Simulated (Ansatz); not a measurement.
Run this with Ansatz 0.2.0 through its Python package and show what comes out.

The script reads `ta2n.cif`:
```cif
data_Ta2N
_cell_length_a 3.112862
_cell_length_b 3.112862
_cell_length_c 4.869841
_cell_angle_alpha 90.00000
_cell_angle_beta 90.00000
_cell_angle_gamma 120.00000
_symmetry_space_group_name_H-M 'P 1'
_symmetry_Int_Tables_number 1
loop_
_symmetry_equiv_pos_as_xyz
'x, y, z'
loop_
_atom_site_label
_atom_site_type_symbol
_atom_site_fract_x
_atom_site_fract_y
_atom_site_fract_z
Ta1 Ta    0.666667    0.333333    0.745289
Ta2 Ta    0.333333    0.666667    0.254711
N3 N    0.000000    0.000000    0.000000
```

The script, `soc_ta2n.py`:
```python
"""What spin-orbit coupling does to the bands of Ta2N."""

import warnings

import ansatz
from ase.io import read

warnings.simplefilter("ignore", ansatz.DeckWarning)

atoms = read("ta2n.cif")
cell = ansatz.Crystal.from_ase(atoms)

calc = (
    cell.calculation()
    .functional("lda")
    .kpoints(density=5.1)
    .occupations("Fermi-Dirac")
    .band_table()
)
for label, variant in (("scalar-relativistic", calc), ("spin-orbit", calc.spin(soc=True))):
    r = variant.run(threads=1, backend="cpu").report
    zero = r["band_edges_ev"][0] if r.get("band_edges_ev") else r["fermi_energy_ev"]
    near = [round(e - zero, 3) for e in r["eigenvalues_ev"][0] if abs(e - zero) < 2]
    print(label)
    print("  band edges (eV):", [round(e, 3) for e in r.get("band_edges_ev") or []] or "none reported")
    print("  levels at k =", r["kpoints_frac"][0], "within 2 eV of the zero:", near)
```

Running `python soc_ta2n.py` prints:
```text
scalar-relativistic
  band edges (eV): none reported
  levels at k = [0.0, 0.0, 0.0] within 2 eV of the zero: [-0.644, -0.233, -0.233, 0.272, 0.272, 0.332, 1.16]
spin-orbit
  band edges (eV): none reported
  levels at k = [0.0, 0.0, 0.0] within 2 eV of the zero: [-0.745, -0.745, -0.534, -0.534, 0.015, 0.015, 0.256, 0.256, 0.302, 0.302, 0.488, 0.488, 1.047, 1.047]
```

Reading the output:
- The computed bands are complete only to about 1.0 eV above the Fermi level.
- The structure comes from a database of computed cells and needn't be a stable or known phase.
- Levels are Kohn-Sham eigenvalues on this mesh.
- With spin-orbit coupling each level holds one electron and, with inversion or at time-reversal points, comes in pairs; a window in energy can cut a split set.
- Timing: 12 s on 1 thread of AMD EPYC 9R45 96-Core Processor (Zen 5), on a shared host, peak memory 0.73 GiB.
